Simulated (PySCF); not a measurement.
# TeSe (triplet): the SCF solver's settings

The same problem is solved with other solver options, one edit a run.

Program: PySCF 2.14.0. Level of theory: method and basis as typed in the scripts. These are calculated values, not measurements.

3 further runs of the same task are left out: 3 that didn't finish.

## 1. The starting structure

TeSe (triplet): 2 atoms, charge 0, spin multiplicity 3.

Bond lengths: Te1–Se2 2.435 Å.

## 2. Base script

The input, input.py:

```python
from pyscf import gto, dft

mol = gto.M(
    atom='Te 0 0 0; Se 0 0 2.435',
    basis='lanl2dz',
    ecp={'Te': 'lanl2dz', 'Se': 'lanl2dz'},
    charge=0,
    spin=2,
    verbose=4,
)
mf = dft.UKS(mol, xc='x3lyp')
mf.kernel()
mf.mulliken_pop()
mf.dip_moment()
print('orbital energies (hartree):', [e[max(0, n-3):n+3].round(4) for e, n in zip(mf.mo_energy, mol.nelec)])
```

The run is started by

```bash
$ OMP_NUM_THREADS=1 python input.py
```

The log of this run is left out.

It gives: E(SCF) = -17.244807 Eh, 10 cycles, ⟨S²⟩ = 2.003, μ = 1.20 D.

The bond length is a typed value, not an optimised one. The triplet is typed in the script; nothing here shows that it is the ground state.

## 3. Second-order solver on

Variant 1 changes second-order solver: off → on.

The input, input.py:

```python
from pyscf import gto, dft

mol = gto.M(
    atom='Te 0 0 0; Se 0 0 2.435',
    basis='lanl2dz',
    ecp={'Te': 'lanl2dz', 'Se': 'lanl2dz'},
    charge=0,
    spin=2,
    verbose=4,
)
mf = dft.UKS(mol, xc='x3lyp')
mf = mf.newton()
mf.kernel()
mf.mulliken_pop()
mf.dip_moment()
print('orbital energies (hartree):', [e[max(0, n-3):n+3].round(4) for e, n in zip(mf.mo_energy, mol.nelec)])
```

The run is started by

```bash
$ OMP_NUM_THREADS=1 python input.py
```

## 4. Point-group symmetry on

Variant 2 changes point-group symmetry: off → on.

input.py, as its differences from that of step 2:

```diff
@@ -8,2 +8,3 @@
     spin=2,
+    symmetry=True,
     verbose=4,
```

Before running it: what results should come out? Wanted: for each run, E(SCF); from base; gap, α spin; SCF dipole.

**Answer**, as computed:

```
                    run  E(SCF) (hartree)  from base (eV)   cycles  gap, α spin (eV)  SCF dipole (D)
                   base        -17.244807               0       10              4.57            1.20
 second-order solver on        -17.244807          0.0000  3 macro              4.57            1.20
point-group symmetry on        -17.244807          0.0000       10              4.57            1.20
```

Distance from each run's final energy (log10 hartree) by cycle:

| run | cycle 1 | cycle 2 | cycle 3 | cycle 5 | cycle 8 | cycle 12 |
| --- | --- | --- | --- | --- | --- | --- |
| base | -0.5 | -0.2 | -0.9 | -4.4 | -8.9 | done |
| second-order solver on | -1.9 | -9.1 | < -11 | done | done | done |
| point-group symmetry on | -0.5 | -0.2 | -0.9 | -4.4 | -8.9 | done |

With second-order solver on or point-group symmetry on the SCF ends at the base energy.
